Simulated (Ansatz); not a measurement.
# LaMg6Ti (Amm2) in Ansatz: single point with PBE

Aim: the single point of LaMg6Ti with PBE.

All numbers are computed with Ansatz 0.2.0; they aren't measurements. Logs are shortened: lines on timing, memory, paths and dates and some standing lists are left out, and cuts for length are marked.

### Step 1. The crystal as given

It takes space group Amm2 (No. 38, orthorhombic). Conventional cell: a = 5.169 Å, b = 6.629 Å, c = 11.445 Å, α = 90.00°, β = 90.00°, γ = 90.00°. La (site symmetry mm2) is surrounded by 2 Ti at 3.22 Å and 10 Mg at 3.24 to 3.38 Å. Around Ti (site symmetry mm2) lie 10 Mg at 3.16 to 3.40 Å and 2 La at 3.22 Å. Mg (site symmetry mm2) has 10 Mg at 3.19 to 3.37 Å and 2 La at 3.32 Å as nearest neighbours. Around Mg (site symmetry m) lie 2 Ti at 3.16 Å and 8 Mg at 3.16 to 3.47 Å and 2 La at 3.24 to 3.38 Å. Around Mg (site symmetry mm2) lie 10 Mg at 3.24 to 3.32 Å and 2 Ti at 3.31 Å. Mg (site symmetry m) is surrounded by 8 Mg at 3.19 to 3.42 Å and 2 Ti at 3.21 to 3.40 Å and 2 La at 3.26 Å.

The cell comes from a database or a generator and needn't be the stable form of this composition.

### Step 2. Single point, PBE

input.yaml

```yaml
crystal:
  lattice:
    - [5.168986, 0.0, 0.0]
    - [0.0, 3.3144405, 5.722492]
    - [0.0, -3.3144405, 5.722492]
  atoms:
    - { symbol: La, position: [0.5, 0.669913, 0.669913] }
    - { symbol: Ti, position: [0.0, 0.837511, 0.837511] }
    - { symbol: Mg, position: [0.5, 0.163951, 0.163951] }
    - { symbol: Mg, position: [0.5, 0.678004, 0.155038] }
    - { symbol: Mg, position: [0.5, 0.155038, 0.678004] }
    - { symbol: Mg, position: [0.0, 0.334474, 0.334474] }
    - { symbol: Mg, position: [0.0, 0.838793, 0.322317] }
    - { symbol: Mg, position: [0.0, 0.322317, 0.838793] }
hamiltonian:
  xc: pbe
  pseudopotentials: { kind: paw }
kpoints:
  mp_grid: { grid: [5, 5, 5] }
scf:
  occupations: { method: gaussian, width: 0.1 }
output:
  forces: true
  stress: true
  eigenvalues: true
```

Potentials or basis: Ansatz PAW.

Started as:

```sh
ansatz run input.yaml --threads 4 --pin off --max-ram 11264MiB --backend cpu --events-out ev --progress --plain --runs-dir out
```

The program printed:

```text
Warning: RAYON_NUM_THREADS=4 ignored (pool sized by the plan → 4); use --threads N
Engine: ansatz 0.2.0, x86_64-unknown-linux-gnu
Pseudopotentials: kind: paw
Pseudopotential: La, paw, valence charge 11, recommended cutoff 420 eV (normal), La.paw.azcp
Pseudopotential: Ti, paw, valence charge 12, recommended cutoff 420 eV (normal), Ti.paw.azcp
Pseudopotential: Mg, paw, valence charge 10, recommended cutoff 420 eV (normal), Mg.paw.azcp
Functional definition: PBE
  parameter kappa = 0.804
  parameter beta = 0.06672455060314922
  exchange = pbe_x(kappa = kappa, mu = beta*pi^2/3)
  correlation = pbe_c(beta = beta)
Crystal: 8 atoms, lattice volume = 196.079 Å³
Basis set: ecut = 420 eV, 3793 PW (Γ), exchange–correlation on 72×90×90 points (8 copies of the dense FFT grid, shifted against one another)
Bands: 50, of which v1, the nominal top of the filled ones, is band 42 counted from 1 (41 counted from 0)
Symmetry: 4 space group operations
Space group: Amm2 (ITA 38), of the structure as read, at distance tolerance 5.8e-5 Å
k-points: 27 of 125 (time reversal used)
Non-local potential: La, projectors of the file, l = 0: 3, l = 1: 2, l = 2: 2, l = 3: 3
Non-local potential: Ti, projectors of the file, l = 0: 3, l = 1: 2, l = 2: 3, l = 3: 1
Non-local potential: Mg, projectors of the file, l = 0: 3, l = 1: 2, l = 2: 1
PAW form: soft (Blöchl's): semilocal exchange-correlation on the pseudo side does not see the compensation charge
PAW one-centre angular grid: La, 590 points (default); XC on 64 Gauss nodes
PAW one-centre angular grid: Ti, 590 points (default); XC on 64 Gauss nodes
PAW one-centre angular grid: Mg, 110 points (default); XC on 64 Gauss nodes
Initial density: superposition of atomic densities (neutral atoms: chi_scale 0, normalization atom), corrected by the library's trained network
Initial wavefunctions: pseudopotential atomic-orbital guess
Functional: x = pbe(κ = 0.804, μ = 0.2195149727645171), c = pbe(β = 0.06672455060314922)
SCF iter   1: F=—  HF=-20291.452950 eV  |F-HF|=—  |Δ(HF+E_count)|=         —  Δρ=2.86e-3  dr2=1.71e-2  ethr=1.77e-3  ⟨swp⟩=7.4  Hψ=5120  notcnv=0
preconditioner: auto → Kerker (q_TF=auto, 2.364 Å⁻¹)  [metal: Δε(μ)=0.006 eV  Ē_g=3.089 eV  σ=0.100 eV  W_gap=0.04  n_scr=44 (ndim 8)  ℏωp=11.6 eV  f_vac=0.000  D(μ)=8.43/eV (n_scr^D=70)]
SCF iter   2: F=—  HF=-20291.453597 eV  |F-HF|=—  |Δ(HF+E_count)|=   6.47e-4  Δρ=1.60e-3  dr2=7.20e-3  ethr=2.06e-5  ⟨swp⟩=2.0  Hψ=2013  notcnv=0
SCF iter   3: F=—  HF=-20291.452743 eV  |F-HF|=—  |Δ(HF+E_count)|=   8.55e-4  Δρ=3.75e-4  dr2=7.27e-4  ethr=8.68e-6  ⟨swp⟩=2.0  Hψ=1527  notcnv=0
SCF iter   4: F=—  HF=-20291.452628 eV  |F-HF|=—  |Δ(HF+E_count)|=   1.15e-4  Δρ=1.50e-4  dr2=8.74e-5  ethr=8.76e-7  ⟨swp⟩=2.0  Hψ=1537  notcnv=0
SCF iter   5: F=—  HF=-20291.452585 eV  |F-HF|=—  |Δ(HF+E_count)|=   4.25e-5  Δρ=5.04e-5  dr2=7.93e-6  ethr=1.05e-7  ⟨swp⟩=2.0  Hψ=1605  notcnv=0
SCF iter   6: F=—  HF=-20291.452584 eV  |F-HF|=—  |Δ(HF+E_count)|=   1.01e-6  Δρ=1.20e-5  dr2=4.00e-7  ethr=9.56e-9  ⟨swp⟩=2.0  Hψ=1757  notcnv=0
SCF iter   7: F=-20291.452584 eV  HF=-20291.452584 eV  |F-HF|=1.14e-8  |Δ(HF+E_count)|=   6.53e-8  Δρ=3.02e-6  dr2=2.53e-8  ethr=1.20e-10  ⟨swp⟩=11.9  Hψ=6432  notcnv=0
SCF 1 converged in 7 iterations: F = -20291.452584 eV  dr2 = 2.53e-8
SCF converged after 7 iterations
Free energy (F): -20291.452584 eV
Harris-Foulkes:  -20291.452584 eV  (|F-HF|=1.14e-8)
Internal energy: -20291.409531 eV  (E = F + TS)
E sigma→0 (E₀):  -20291.431057 eV
Entropy (-TS):   -0.043054 eV (-5.382 meV/atom)
Fermi energy:    7.047437 eV
--- Per-component energies (eV) ---
  E_band       = -2370.673873
  E_kinetic    = 911.828050
  E_local      = -11115.185096  (includes V_loc(G=0)·N_el)
  E_nonlocal   = 678.993883
  E_hartree    = 4022.204612
  E_xc         = -405.803640
  E_vxc        = -487.417797  (∫ρ·V_xc dr)
  E_paw        = -8218.665544  (= ΣΔE_a)
  E_vpaw       = -403.302149  (= ΣTr[D̂ρ^β])
  E_aug_tail   = 0.000109  (compensation charges beyond the density's cutoff)
  E_ewald      = -6164.781905
  E_smearing   = -0.043054  (= −TS)
  E_closure    = 0.000000  (closes the sum)
  Σ components = -20291.452584   (vs F -20291.452584, Δ=0.00e0)
--- Forces (eV/Å), atoms counted from 1 ---
  atom   1  La     0.00000000     0.00000000     0.22489558
  atom   2  Ti     0.00000000     0.00000000    -0.10755975
  atom   3  Mg     0.00000000     0.00000000    -0.00833911
  atom   4  Mg    -0.00000000     0.11899472    -0.01835370
  atom   5  Mg    -0.00000000    -0.11899472    -0.01835370
  atom   6  Mg     0.00000000     0.00000000     0.03856360
  atom   7  Mg    -0.00000000     0.05406669    -0.05542652
  atom   8  Mg    -0.00000000    -0.05406669    -0.05542652
  max |Σ_I F_I| component: 1.23e-7 eV/Å
--- Stress (GPa, compression-positive) ---
       -0.403032      -0.000000      -0.000000
       -0.000000      -0.322378      -0.000000
       -0.000000      -0.000000      -0.511025
  P = ⅓ Tr σ = -0.4121 GPa (-4.121 kbar)
--- Band table (eV; the first three rows and the last of 27) ---
  k-point 0: bands = ["-68.9795", "-68.8314", "-68.6133", "-68.6127", "-68.5423", "-68.5416", "-50.2186", "-35.7474", "-35.7435", "-35.7080", "-35.5916", "-35.5846", "-35.5841", "-35.3867", "-35.3788", "-35.3780", "-35.3768", "-35.3442", "-35.3414", "-35.3147", "-35.3084", "-35.3066", "-35.2994", "-35.2745", "-35.2735", "-26.5187", "-26.4691", "-26.4292", "-25.4367", "-9.2715", "-9.2561", "-9.2448", "0.8919", "4.4853", "4.5894", "4.8602", "4.9161", "5.8400", "6.1625", "6.2292", "6.8280", "6.8353", "7.1657", "7.7346", "7.8407", "7.9433", "8.3523", "8.3967", "8.9046", "8.9432"]
  k-point 1: bands = ["-68.9795", "-68.8314", "-68.6133", "-68.6128", "-68.5422", "-68.5417", "-50.2186", "-35.7474", "-35.7434", "-35.7080", "-35.5916", "-35.5846", "-35.5841", "-35.3859", "-35.3788", "-35.3781", "-35.3776", "-35.3440", "-35.3416", "-35.3140", "-35.3087", "-35.3064", "-35.3001", "-35.2745", "-35.2735", "-26.5187", "-26.4691", "-26.4292", "-25.4365", "-9.2731", "-9.2587", "-9.2447", "1.0981", "3.6189", "4.4533", "4.7517", "5.4836", "6.0421", "6.1236", "6.2726", "6.8698", "7.1528", "7.2440", "7.6121", "7.8314", "7.9793", "8.3524", "8.5512", "8.8786", "8.9491"]
  k-point 2: bands = ["-68.9795", "-68.8314", "-68.6132", "-68.6129", "-68.5422", "-68.5417", "-50.2186", "-35.7474", "-35.7434", "-35.7079", "-35.5916", "-35.5846", "-35.5841", "-35.3840", "-35.3794", "-35.3786", "-35.3783", "-35.3435", "-35.3422", "-35.3126", "-35.3092", "-35.3058", "-35.3016", "-35.2744", "-35.2736", "-26.5188", "-26.4691", "-26.4293", "-25.4363", "-9.2761", "-9.2625", "-9.2446", "1.6782", "2.6060", "4.2492", "4.5379", "5.7255", "5.9226", "6.3159", "6.7950", "6.9992", "7.3270", "7.4994", "7.5988", "7.8922", "7.9198", "8.4289", "8.6350", "8.7215", "8.9231"]
  k-point 26: bands = ["-68.9795", "-68.8314", "-68.6133", "-68.6128", "-68.5423", "-68.5417", "-50.2185", "-35.7474", "-35.7434", "-35.7080", "-35.5915", "-35.5845", "-35.5841", "-35.3858", "-35.3790", "-35.3780", "-35.3777", "-35.3441", "-35.3417", "-35.3141", "-35.3086", "-35.3064", "-35.3001", "-35.2745", "-35.2735", "-26.5163", "-26.4746", "-26.4292", "-25.4324", "-9.2893", "-9.2712", "-9.2556", "2.9034", "3.1146", "3.9036", "4.1087", "4.3753", "5.2815", "6.2543", "6.5564", "6.7137", "6.8183", "7.2071", "7.3413", "8.0191", "8.2370", "8.5605", "8.7238", "8.9719", "9.0027"]
```

It took 7.2 s on 4 threads of Intel Xeon at 2.70GHz, shared host; peak memory 0.65 GiB.

Results:

```yaml
Free_energy: -20291.4526 eV
Pressure: -0.4 GPa
Largest_force: 0.225 eV/Å
Band_gap_on_the_k_mesh: none (metal or under the smearing width)
```

Forces on the atoms (eV/Å):
```
La   0.000  0.000  0.225
Ti   0.000  0.000 -0.108
Mg   0.000  0.000 -0.008
Mg   0.000  0.119 -0.018
Mg   0.000 -0.119 -0.018
Mg   0.000  0.000  0.039
Mg   0.000  0.054 -0.055
Mg   0.000 -0.054 -0.055
```
